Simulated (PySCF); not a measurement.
# CH5B2Br: the cost of one run

Programs: PySCF 2.14.0, with density-fitted response routines of our own. Each step states its level of theory. These are calculated values for one molecule in the gas phase, unless marked as measured. Atoms count from 0, in the outputs and in this text.

### 1 The molecule as given

9 atoms, charge 0, multiplicity 1; geometry from: GFN2-xTB. The atoms were then displaced at random by about 0.01 Å, so the start is not that level's minimum.

Bonds of the start (Å): B0–C1 1.54, C1–B2 1.55, B2–Br3 1.90, B0–H4 1.19, B0–H5 1.18, C1–H6 1.09, C1–H7 1.07, B2–H8 1.20.

### 2 Optimising the geometry at PBE0-D3(BJ)/def2-SVP

The job: settings as JSON, then the geometry in Å.

```
{"job": {"xc": "PBE0", "basis": "def2-SVP", "d3": "d3bj", "grid": 1, "shake": 0.01, "kind": "geom"}, "charge": 0, "multiplicity": 1}
B     -1.169600     0.525100    -0.080450
C     -0.168670    -0.641740    -0.221000
B      1.158760    -0.104750     0.384790
Br     2.420920     0.845500    -0.667600
H     -1.302930     1.322480    -0.960080
H     -1.806960     0.685730     0.899670
H     -0.024840    -0.907840    -1.268220
H     -0.494820    -1.501130     0.333860
H      1.445950    -0.240490     1.545290
```

Command:

```bash
> OMP_NUM_THREADS=1 python probes_run.py task.json out
```

The driver reads the jobs from task.json and runs them one after another.

Q: Estimate the wall time and peak memory of this first job on 1 thread of Arm Neoverse V1, shared host.

About 40 s, with a peak of 0.41 GiB.
